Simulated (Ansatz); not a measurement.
Consider vertical spin-state energies of CH₄BISi, SMILES IB1C[SiH2]1 (the Ansatz DFT code, driven from Python).

`spin_ch4bisi.py`:
```python
"""Gap between spin states of CH4BISi at one geometry."""

from dataclasses import dataclass
import warnings

import ansatz


@dataclass
class Settings:
    basis_set: str = "def2-SVP"
    functional: str = "b3lyp"


cfg = Settings()

GEOMETRY = """
I    -2.81160    1.15590   -0.76040
B    -0.87470    0.44460   -0.21540
C     0.54130    0.66500    0.36360
Si    0.57610   -1.04640   -0.07410
H     1.22420    1.28290   -0.28660
H     0.57400    0.88090    1.46690
H     0.86410   -1.43980   -1.44540
H    -0.00130   -2.00030    0.89560
"""


def main() -> None:
    warnings.simplefilter("ignore", ansatz.DeckWarning)

    ch4bisi = ansatz.Crystal.molecule()
    for line in GEOMETRY.strip().splitlines():
        symbol, *xyz = line.split()
        ch4bisi = ch4bisi.atom(symbol, [float(v) for v in xyz])

    setup = ch4bisi.calculation().basis(gaussian=cfg.basis_set).functional(cfg.functional)
    found = {}
    for unpaired in [0, 2]:
        rep = setup.spin("collinear", total=unpaired).run(threads=1, pin="off").report
        s = unpaired / 2
        found[unpaired] = rep["free_energy_ev"]
        print(f"2S+1 = {unpaired + 1}: E = {found[unpaired]:.5f} eV, <S^2> = {abs(rep['mean_field']['state']['spin_squared']):.3f} (pure state {s * (s + 1):.2f})")
    lowest = min(found, key=found.get)
    for unpaired, e in found.items():
        print(f"multiplicity {unpaired + 1}: {23.060548 * (e - found[lowest]):.1f} kcal/mol above the lowest")


if __name__ == "__main__":
    main()
```

Which spin state is lowest at this geometry, and how far above lie the others?

In order: multiplicity 1 (+0.00 eV) and multiplicity 3 (+1.48 eV), all at the one geometry.

The run itself:

```console
$ python spin_ch4bisi.py
2S+1 = 1: E = -17754.39344 eV, <S^2> = 0.000 (pure state 0.00)
2S+1 = 3: E = -17752.91121 eV, <S^2> = 2.009 (pure state 2.00)
multiplicity 1: 0.0 kcal/mol above the lowest
multiplicity 3: 34.2 kcal/mol above the lowest
```

Total energies depend on the basis set; only differences at equal settings carry meaning. The geometry is a force-field or estimated start, not a minimum of this method, and the basis set is short of its limit. All parts are taken at fixed geometry, without zero-point energy. def2 sets replace the cores of elements past krypton by effective core potentials. b3lyp holds the VWN-RPA fit, as in Gaussian; the form of ORCA and Turbomole is b3lyp5. Spin-orbit coupling, which mixes and shifts the spin states of heavy atoms, is left out. Finished in 16 s on 1 thread of Arm Neoverse V2 (shared host), peak memory 0.32 GiB.
